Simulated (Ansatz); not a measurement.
What does this script print? It uses Ansatz's Python interface.

Script `adiabatic.py`:
```python
"""How GeP relaxes after losing an electron."""

import itertools

import ansatz
from ase.data import atomic_numbers, covalent_radii
import numpy as np

BASIS_SET = "def2-SVP"
FUNCTIONAL = "PBE0"
NET_CHARGE = 1

GEOMETRY = """
Ge    0.00000    0.00000    0.00000
P     0.00000    0.00000    2.22500
"""

system = ansatz.Crystal.molecule()
for line in GEOMETRY.strip().splitlines():
    symbol, *xyz = line.split()
    system = system.atom(symbol, [float(v) for v in xyz])

base = system.calculation().basis(gaussian=BASIS_SET).functional(FUNCTIONAL).spin("collinear", total=1)
symbols = [site.symbol for site in system.cartesian_sites]
start = np.array([site.position_ang for site in system.cartesian_sites], dtype=float)
report = base.relax(force_tolerance=0.01, max_steps=100).run(threads=1).report
end = np.array(report["positions_ang"])

minimum = ansatz.Crystal.molecule()
for symbol, place in zip(symbols, end):
    minimum = minimum.atom(symbol, place.tolist())
ion = minimum.calculation().basis(gaussian=BASIS_SET).functional(FUNCTIONAL).charge(NET_CHARGE)
vertical = ion.run(threads=1).report
settled = ion.relax(force_tolerance=0.01, max_steps=80).run(threads=1).report
print(f"vertical ionisation energy   {vertical['free_energy_ev'] - report['free_energy_ev']:.3f} eV")
print(f"adiabatic, no zero point     {settled['free_energy_ev'] - report['free_energy_ev']:.3f} eV")
print(f"relaxation energy of the ion {vertical['free_energy_ev'] - settled['free_energy_ev']:.3f} eV")
ionised = np.array(settled["positions_ang"])
# pairs closer than 1.2 times the sum of covalent radii, before or after
radius = [covalent_radii[atomic_numbers[s]] for s in symbols]
span = lambda where, i, j: np.linalg.norm(where[i] - where[j])
bonded = [(i, j) for i, j in itertools.combinations(range(len(symbols)), 2) if min(span(end, i, j), span(ionised, i, j)) < 1.2 * (radius[i] + radius[j])]
print("pair        before    after (A)")
for i, j in bonded:
    print(f"{symbols[i]}{i}-{symbols[j]}{j}".ljust(10), f"{span(end, i, j):8.4f} {span(ionised, i, j):8.4f}")
```

Running `python adiabatic.py` prints:
```text
vertical ionisation energy   9.951 eV
adiabatic, no zero point     9.713 eV
relaxation energy of the ion 0.237 eV
pair        before    after (A)
Ge0-P1       2.1479   2.3209
```

Notes:
- The settings weren't tested for convergence.
- The energies are electronic: no zero-point or thermal terms, and the basis set is short of its limit. The product may relax into another structure. The relaxation finds the nearest minimum, so the adiabatic value is an upper bound.
- The species is open-shell (spin multiplicity 2).
- Only the spin states typed were run; another state of an ion can lie lower, by up to an eV or two.
- The spin state was assumed, and another may lie lower.
- Finished in 21 s on 1 thread of Arm Neoverse V2, on a shared host, peak memory 0.2 GiB.
